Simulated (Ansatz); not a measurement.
# FH3OSSi: the cost of one run

The runs use Ansatz 0.2.0, Gaussian basis; the settings change from run to run.

### Step 1. The geometry

The structure was relaxed beforehand with PBE0-D4 in a triple-zeta def2 set.

7 atoms, charge 0, spin multiplicity 1.

Atoms are counted from 1 here; the program's logs count them from 0.

Bond lengths: O1–Si2 1.624 Å, O1–H5 0.959 Å, Si2–F3 1.594 Å, Si2–S4 2.124 Å, Si2–H6 1.470 Å, S4–H7 1.344 Å. Angles: Si2–O1–H5 118.6°, O1–Si2–F3 112.2°, O1–Si2–S4 108.9°, O1–Si2–H6 106.6°, F3–Si2–S4 107.3°, F3–Si2–H6 107.1°, S4–Si2–H6 114.9°, Si2–S4–H7 93.3°.

As a file:

```mol
FH3OSSi
  3D, bonds by distance, orders not assigned

  7  6  0  0  0  0  0  0  0  0999 V2000
   -1.2527    1.0367   -0.2956 O   0  0
   -0.0233    0.2099    0.3693 Si  0  0
    1.3742    0.9538    0.1843 F   0  0
    0.1350   -1.6771   -0.5923 S   0  0
   -1.3137    1.0784   -1.2519 H   0  0
   -0.2913    0.1486    1.8138 H   0  0
    1.4330   -1.8182   -0.2733 H   0  0
  1  2  8  0
  2  3  8  0
  2  4  8  0
  1  5  8  0
  2  6  8  0
  4  7  8  0
M  END
```

### Step 2. wB97M-V/def2-TZVP

This run has coordinates scaled by 1.25.

Contents of in.yaml:

```yaml
crystal:
  periodic: [false, false, false]
  atoms:
    - {symbol: O, position_ang: [-1.565872, 1.295878, -0.369477]}
    - {symbol: Si, position_ang: [-0.029170, 0.262312, 0.461664]}
    - {symbol: F, position_ang: [1.717761, 1.192189, 0.230404]}
    - {symbol: S, position_ang: [0.168792, -2.096406, -0.740352]}
    - {symbol: H, position_ang: [-1.642158, 1.348019, -1.564838]}
    - {symbol: H, position_ang: [-0.364077, 0.185721, 2.267283]}
    - {symbol: H, position_ang: [1.791222, -2.272716, -0.341685]}
basis:
  gaussian: {orbitals: def2-TZVP}
hamiltonian: {xc: {name: wB97M-V}}
output: {forces: true}
```

Run with:

```sh
ansatz run in.yaml --threads 2 --pin off --events-out ev --progress --plain --max-ram 4352MiB
```

Q: Estimate wall time and peak memory on 2 threads of Arm Neoverse V2, shared host.

About 8.5 s, with a peak of 0.39 GiB.
